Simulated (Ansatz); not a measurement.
**H3IOSi: functionals against CCSD(T) at one geometry**

The task here is to estimate one member of a computed series from the others.

The runs use Ansatz 0.2.0, Gaussian basis; single points in def2-TZVPP.

Correlated methods freeze the cores. Filled d shells of the heavier atoms are correlated. Core potentials replace the inner electrons past krypton, and spin-orbit coupling is left out.

**Starting geometry**

SMILES `O[SiH2]I`, 6 atoms, charge 0, spin multiplicity 1.

Atoms are counted from 1 here; the program's logs count them from 0.

Bond lengths: O1–Si2 1.528 Å, O1–H4 0.981 Å, Si2–I3 2.480 Å, Si2–H5 1.523 Å, Si2–H6 1.456 Å. Angles: Si2–O1–H4 125.8°, O1–Si2–I3 107.4°, O1–Si2–H5 106.9°, O1–Si2–H6 115.2°, I3–Si2–H5 107.2°, I3–Si2–H6 108.8°, H5–Si2–H6 111.0°.

Geometry (Å):

```
O    -0.88070   -0.71940   -0.33230
Si    0.21180    0.24400    0.12970
I     1.94580   -1.09920    1.28600
H    -1.72030   -0.46580   -0.77210
H     0.85240    0.82320   -1.12470
H    -0.23440    1.30300    1.02440
```

Set-up of the first run:

The input, run/in.yaml:

```yaml
crystal:
  periodic: [false, false, false]
  atoms:
    - {symbol: O, position_ang: [-0.880700, -0.719400, -0.332300]}
    - {symbol: Si, position_ang: [0.211800, 0.244000, 0.129700]}
    - {symbol: I, position_ang: [1.945800, -1.099200, 1.286000]}
    - {symbol: H, position_ang: [-1.720300, -0.465800, -0.772100]}
    - {symbol: H, position_ang: [0.852400, 0.823200, -1.124700]}
    - {symbol: H, position_ang: [-0.234400, 1.303000, 1.024400]}
basis:
  gaussian: {orbitals: def2-TZVPP}
correlation: {method: ccsd_t}
output: {forces: true}
```

The command line of these runs was not kept.

Steps of the session up to this table: CCSD(T)/def2-TZVPP; PBE0-D4/def2-TZVPP; wB97M-V/def2-TZVPP; r2SCAN-D4/def2-TZVPP; PBE-D4/def2-TZVPP; r2SCANh-D4/def2-TZVPP; wB97X-V/def2-TZVPP.

One table of the session follows, with a row left open; its other results are not shown here.

| method | RMS force component (eV/Å) | angle to CCSD(T) forces (°) | dipole (D) |
| --- | --- | --- | --- |
| CCSD(T) | 1.807 | reference | 2.94 |
| PBE0-D4 | 1.715 | 2.3 | 2.96 |
| wB97M-V | 1.762 | 1.2 | 3.06 |
| r2SCAN-D4 | 1.703 | 1.5 | 2.96 |
| PBE-D4 | 1.769 | 6.0 | 2.82 |
| r2SCANh-D4 | 1.694 | 2.2 | 3.00 |
| wB97X-V | ? | ? | ? |

Estimate the missing values for wB97X-V.

**Answer.** RMS force component (eV/Å): 1.773; angle to CCSD(T) forces (°): 1.5; dipole (D): 3.07. In the column «RMS force component (eV/Å)» it lies between PBE-D4 (1.769) and CCSD(T) (1.807).
